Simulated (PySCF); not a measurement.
# C7H9NO: the cost of one run

Programs: PySCF 2.14.0, with routines of our own; each step states its level. All values are computed. Atoms count from 0.

### 1 The system as given

18 atoms, charge 0, multiplicity 1; geometry from: GFN2-xTB.

### 2 Magnetic properties: GIAO B3LYP/pcSseg-1

Job settings and geometry (Å):

```
{"job": {"kind": "mag", "xc": "B3LYP", "basis": "pcSseg-1", "isotopologues": 0}, "charge": 0, "multiplicity": 1}
C      3.144424     1.123872     0.186794
C      2.342686     0.237081     0.235398
C      1.350300    -0.813787     0.296090
C     -0.072244    -0.234773     0.275899
C     -0.343587     0.495327    -1.004388
C     -0.852115     1.711740    -1.078502
C     -1.093264    -1.370507     0.426473
N     -2.368619    -0.926149     0.505385
O     -0.800330    -2.540592     0.485948
H      3.859960     1.889225     0.141646
H      1.478013    -1.491643    -0.551976
H      1.487062    -1.396685     1.210588
H     -0.202813     0.447825     1.123117
H     -0.101044    -0.053774    -1.904404
H     -1.091611     2.285461    -0.197072
H     -1.034209     2.196863    -2.021866
H     -3.117409    -1.596362     0.559673
H     -2.593958     0.043195     0.368343
```

With the program's defaults for keys left out, this is: GIAO B3LYP/pcSseg-1 magnetisability, rotational g tensor and spin-rotation constants, non-relativistic, gas phase.

The run is started by

```console
OMP_NUM_THREADS=1 python excited_run.py task.json out
```

The driver reads the jobs from task.json and runs them one after another.

Q: Estimate the wall time and peak memory of this first job on 1 thread of Arm Neoverse V2, shared host.

About 50 s, with a peak of 0.98 GiB.
